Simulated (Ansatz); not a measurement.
# SnTeCl2: the cost of one run

Method: DFT PBE, scalar-relativistic, plane waves, PAW, in Ansatz 0.2.0.

## 1. The structure to begin with

It takes space group P4/mmm (No. 123, tetragonal). The conventional cell has a = 4.012 Å, b = 4.012 Å, c = 8.285 Å, α = 90.00°, β = 90.00°, γ = 90.00°. Sn (site symmetry 4/mmm) has 2 Cl at 2.53 Å and 4 Te at 2.84 Å as nearest neighbours. Te (site symmetry 4/mmm) is surrounded by 4 Sn at 2.84 Å. Cl (site symmetry 4mm) is surrounded by 1 Sn at 2.53 Å.

Structure file:

```cif
data_structure
_symmetry_space_group_name_H-M 'P4/mmm'
_symmetry_Int_Tables_number 123
_cell_length_a 4.0121
_cell_length_b 4.0121
_cell_length_c 8.2852
_cell_angle_alpha 90.000
_cell_angle_beta 90.000
_cell_angle_gamma 90.000
_cell_volume 133.36
loop_
_atom_site_label
_atom_site_type_symbol
_atom_site_symmetry_multiplicity
_atom_site_Wyckoff_symbol
_atom_site_fract_x
_atom_site_fract_y
_atom_site_fract_z
_atom_site_occupancy
Sn1 Sn 1 a 0.00000 0.00000 0.00000 1
Te1 Te 1 c 0.50000 0.50000 0.00000 1
Cl1 Cl 2 g 0.00000 0.00000 0.30584 1
```

A structure generator made this guess: random cell by space group and Wyckoff sites (P4/mmm, No. 123). Its size is a rough estimate.

## 2. A first look at the guess

The input, input.yaml:

```yaml
crystal:
  lattice:
    - [4.0120581, 0.0, 0.0]
    - [0.0, 4.0120581, 0.0]
    - [0.0, 0.0, 8.28518617]
  atoms:
    - { symbol: Sn, position: [0.0, 0.0, 0.0] }
    - { symbol: Te, position: [0.5, 0.5, 0.0] }
    - { symbol: Cl, position: [0.0, 0.0, 0.30584499] }
    - { symbol: Cl, position: [0.0, 0.0, 0.69415501] }
basis:
  ecutwfc: 420
kpoints:
  mp_grid: { grid: [4, 4, 2] }
hamiltonian:
  xc: pbe
scf:
  occupations: { method: gaussian, width: 0.1 }
  lower_state_search: "off"
output:
  forces: true
  stress: true
  eigenvalues: true
```

The run is started by

```
> ansatz run input.yaml --threads 1 --pin off --max-ram 2048MiB --backend cpu --events-out ev --progress --plain --runs-dir out
```

Q: Estimate wall time and peak memory on 1 thread of Arm Neoverse V1, shared host.

About 4.8 s, with a peak of 0.37 GiB.
